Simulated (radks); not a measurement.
# Excited configurations of W⁺

Aim: excitation energies and quantum defects of the outer electron of W⁺, by total-energy differences.

Method: non-relativistic Kohn-Sham, PBEsol, spin-polarised, spherical densities, point nucleus; open shells are filled with parallel spins first. Code: radks (a radial shooting solver on a logarithmic mesh, Libxc functionals) version 1.

**1. What is computed**

* element: tungsten (Z = 74)
* charge: +1
* electrons: 73
* configuration: [Xe] 4f14 5d4 6s1

Outer shells as boxes (Hund's rule):

W⁺
```
[Xe] core
4f [↑↓][↑↓][↑↓][↑↓][↑↓][↑↓][↑↓]
5d [↑ ][↑ ][↑ ][↑ ][  ]
6s [↑ ]
```

**2. Ground configuration: [Xe] 4f14 5d4 6s1**

The run's settings:

```text
Z 74
configuration [Xe] 4f14 5d4 6s1
relativity non-relativistic
functional pbe_sol,pbe_sol
spin polarised
nucleus point
```

Run with:

```bash
python run_ks.py task.json out
```

The same process makes all the runs of this session.

**3. The ion: [Xe] 4f14 5d4**

The run's settings:

```text
Z 74
configuration [Xe] 4f14 5d4
relativity non-relativistic
functional pbe_sol,pbe_sol
spin polarised
nucleus point
```

**4. Outer electron in 5f: [Xe] 4f14 5d4 5f1**

The run's settings:

```text
Z 74
configuration [Xe] 4f14 5d4 5f1
relativity non-relativistic
functional pbe_sol,pbe_sol
spin polarised
nucleus point
```

**5. Outer electron in 6p: [Xe] 4f14 5d4 6p1**

The run's settings:

```text
Z 74
configuration [Xe] 4f14 5d4 6p1
relativity non-relativistic
functional pbe_sol,pbe_sol
spin polarised
nucleus point
```

**6. Outer electron in 6d: [Xe] 4f14 5d4 6d1**

The run's settings:

```text
Z 74
configuration [Xe] 4f14 5d4 6d1
relativity non-relativistic
functional pbe_sol,pbe_sol
spin polarised
nucleus point
```

**7. Outer electron in 6f: [Xe] 4f14 5d4 6f1**

The run's settings:

```text
Z 74
configuration [Xe] 4f14 5d4 6f1
relativity non-relativistic
functional pbe_sol,pbe_sol
spin polarised
nucleus point
```

**8. Outer electron in 7s: [Xe] 4f14 5d4 7s1**

The run's settings:

```text
Z 74
configuration [Xe] 4f14 5d4 7s1
relativity non-relativistic
functional pbe_sol,pbe_sol
spin polarised
nucleus point
```

**9. Outer electron in 7p: [Xe] 4f14 5d4 7p1**

The run's settings:

```text
Z 74
configuration [Xe] 4f14 5d4 7p1
relativity non-relativistic
functional pbe_sol,pbe_sol
spin polarised
nucleus point
```

**10. Outer electron in 7d: [Xe] 4f14 5d4 7d1**

The run's settings:

```text
Z 74
configuration [Xe] 4f14 5d4 7d1
relativity non-relativistic
functional pbe_sol,pbe_sol
spin polarised
nucleus point
```

**11. Outer electron in 7f: [Xe] 4f14 5d4 7f1**

The run's settings:

```text
Z 74
configuration [Xe] 4f14 5d4 7f1
relativity non-relativistic
functional pbe_sol,pbe_sol
spin polarised
nucleus point
```

What does the calculation give? Wanted: for each run, outer orbital; excitation; binding; n*; quantum defect; <r>.

**Answer**, as computed:

```
outer orbital  excitation (eV)  binding (eV)     n*  quantum defect  <r> (bohr)
           5f           10.933         3.653  3.860           1.140       8.250
           6p            4.340        10.246  2.305           3.695       3.857
           6d            9.125         5.461  3.157           2.843       6.341
           6f           12.081         2.505  4.661           1.339       13.98
           7s            8.343         6.243  2.953           4.047       6.895
           7p            9.551         5.035  3.288           3.712       8.124
           7d           11.280         3.306  4.058           2.942       11.63
           7f           12.787         1.799  5.500           1.500       21.04
```

**Reading.** Binding is E(ion) − E, and n* = 2/√(2·binding) in atomic units. The Δ-SCF energy to the ion that was run is 14.586 eV (NIST's first ionisation energy, to the ion's ground state: 16.4 eV, semi-empirical). Mean quantum defects: f 1.33, p 3.70, d 2.89, s 4.05. They fall with l, since high-l orbitals stay out of the core. Self-interaction in the functional shifts them, so they are the method's values and not measured ones. Relativity is left out here, which matters for elements this heavy. Open shells are spherical and high-spin; term and fine-structure splittings are not resolved.
